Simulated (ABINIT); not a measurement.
The system is RuRh.

```
CELL_PARAMETERS angstrom
2.70942 0.00000 0.00000
-1.35471 2.34642 0.00000
0.00000 0.00000 4.29837
ATOMIC_POSITIONS crystal
Rh 0.66667 0.33333 0.00000
Ru 0.00000 0.00000 0.50000
```

The cell comes from a database or a generator and needn't be the stable form of this composition.

| Property | Result |
| --- | --- |
| Program | ABINIT 10.8.3 (patched build) |
| Task | relaxation of cell and atoms |
| Functional | PBEsol |
| Potentials or basis | JTH PAW PBE v2.0 |
| Cutoff | 435 eV |
| k mesh | 11 × 11 × 6 |
| Occupations | fermi-dirac, width 0.05 eV |
| Spin | no spin polarisation |

At the start: pressure -5.4 GPa; volume 13.66 Å³/atom.

**Question.** Where does the relaxation end?

**Answer.** Over 3 steps the energy falls by 4.0 meV/atom and the volume is 13.43 Å³/atom (-1.7 %); space group P-6m2 (No. 187, to 0.05 Å).

Step by step:
| step | energy change (eV) | largest force (eV/Å) | pressure (GPa) | volume (Å³) |
| --- | --- | --- | --- | --- |
| 1 | 0.0000 | 0.0000 | -5.35 | 27.33 |
| 2 | -0.0080 | 0.0000 | -0.29 | 26.88 |
| 3 | -0.0080 | 0.0000 | 0.01 | 26.86 |

Final structure:
```xyz
2
Lattice="2.6938 0.0000 0.0000 -1.3469 2.3329 0.0000 0.0000 0.0000 4.2734" Properties=species:S:1:pos:R:3 pbc="T T T"
Rh    1.3469    0.7776    0.0000
Ru    0.0000    0.0000    2.1367
```

Caveat: the PAW data sets were made with another functional, which shifts forces and pressure a little.
